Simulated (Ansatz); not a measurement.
A nudged elastic band was laid between two geometries of a periodic cell of 17 atoms, TiSi$_{16}$ (host Si, host structure diamond, interstitial Ti).

Method: DFT PBE, scalar-relativistic, plane waves, PAW (Ansatz 0.2.0). Settings: PAW set soft_1, cutoff 420 eV, k mesh 2x2x2, gaussian smearing 0.02 eV, no spin polarisation.

```yaml
movable_images: 7
climbing_image: yes
spring: 5.0 eV/Å²
optimiser: lbfgs
start_path: IDPP
force_threshold: 0.05 eV/Å
iteration_limit: 27
end_points: relaxed
```

Image 0:

```xyz
17
Lattice="0.0000 5.4300 5.4300 5.4300 0.0000 5.4300 5.4300 5.4300 0.0000" Properties=species:S:1:pos:R:3
Si 0.001 0.001 -0.014
Si 1.422 1.422 1.315
Si 2.719 2.719 -0.034
Si 4.010 4.009 1.324
Si 2.757 0.021 2.717
Si 4.052 1.376 4.111
Si 5.410 2.671 2.721
Si 6.827 4.031 4.099
Si 0.021 2.756 2.716
Si 1.376 4.052 4.111
Si 2.672 5.410 2.720
Si 4.032 6.827 4.100
Si 2.714 2.714 5.460
Si 4.065 4.065 6.783
Si 5.430 5.430 5.457
Si 6.794 6.794 6.784
Ti 5.432 5.432 2.700
```

Image 8:

```xyz
17
Lattice="0.0000 5.4300 5.4300 5.4300 0.0000 5.4300 5.4300 5.4300 0.0000" Properties=species:S:1:pos:R:3
Si 0.046 0.018 0.019
Si 1.392 1.357 1.357
Si 2.711 2.708 0.001
Si 4.077 4.098 1.305
Si 2.710 0.001 2.708
Si 4.076 1.305 4.099
Si 5.446 2.672 2.672
Si 6.808 4.069 4.070
Si 0.039 2.693 2.694
Si 1.347 4.070 4.072
Si 2.678 5.491 2.641
Si 4.072 6.827 4.046
Si 2.677 2.640 5.492
Si 4.072 4.046 6.827
Si 5.449 5.467 5.467
Si 6.742 6.785 6.788
Ti 4.050 4.068 4.069
```

Problem. What changes between the two ends?

Solution. The atom that moves furthest is Ti17, by 2.38 Å; four of its nearest neighbours are Si8 2.42, Si12 2.42, Si4 2.44, Si2 2.44 Å at the first end and Si7 2.42, Si15 2.42, Si11 2.44, Si13 2.44 Å at the last.

Problem. What energy profile does the band end with?

Solution. It converged. The highest image is number 4 of 0 to 8, 1.74 eV above the ends, which have the same energy within 2 meV. By the program's own check the climbing image is a first-order saddle point (lowest curvatures found: -2.22 and 0.19 eV/Å²). Limits of this set-up: coarse k mesh, a small cell, in which the defect meets its images, a typed lattice constant that wasn't relaxed here.

```
image  path coordinate (Å)  energy (eV)  Si1–Ti17 (Å)  Si2–Ti17 (Å)  Si5–Ti17 (Å)
    0                 0.00         0.00          2.71          2.44          2.75
    1                 0.39         0.05          2.80          2.42          2.81
    2                 0.78         0.59          3.00          2.61          3.00
    3                 1.15         1.41          3.24          2.97          3.24
    4                 1.52         1.74          3.52          3.34          3.52
    5                 1.89         1.40          3.81          3.71          3.81
    6                 2.26         0.57          4.12          4.09          4.12
    7                 2.65         0.05          4.40          4.47          4.39
    8                 3.04         0.00          4.45          4.67          4.49
```

Problem. What is the geometry of the highest image?

Solution. 
```xyz
17
Lattice="0.0000 5.4300 5.4300 5.4300 0.0000 5.4300 5.4300 5.4300 0.0000" Properties=species:S:1:pos:R:3:forces:R:3
Si -0.031 -0.039 -0.006 -0.02 -0.02 0.00
Si 1.252 1.245 1.465 -0.02 -0.02 0.03
Si 2.602 2.597 0.114 -0.02 -0.03 0.03
Si 4.002 4.000 1.228 -0.01 -0.01 -0.01
Si 2.721 -0.040 2.750 0.00 -0.01 0.01
Si 4.105 1.343 4.042 0.01 0.00 -0.02
Si 5.495 2.581 2.650 0.02 0.00 -0.02
Si 6.917 4.000 4.145 -0.02 -0.01 0.01
Si -0.028 2.721 2.746 -0.01 0.00 0.01
Si 1.356 4.106 4.037 0.00 0.02 -0.02
Si 2.585 5.503 2.643 -0.01 0.01 -0.01
Si 4.006 6.923 4.139 -0.01 -0.01 0.02
Si 2.825 2.820 5.321 0.03 0.03 -0.02
Si 4.108 4.105 6.792 0.01 0.01 0.00
Si 5.500 5.502 5.563 0.01 0.01 -0.03
Si 6.899 6.905 6.674 0.03 0.03 -0.02
Ti 4.750 4.752 3.394 0.02 0.01 0.03
```

Run time: 19 min on 1 thread of Intel(R) Xeon(R) Platinum 8488C (Sapphire Rapids), on a shared host, peak memory 1.1 GiB.
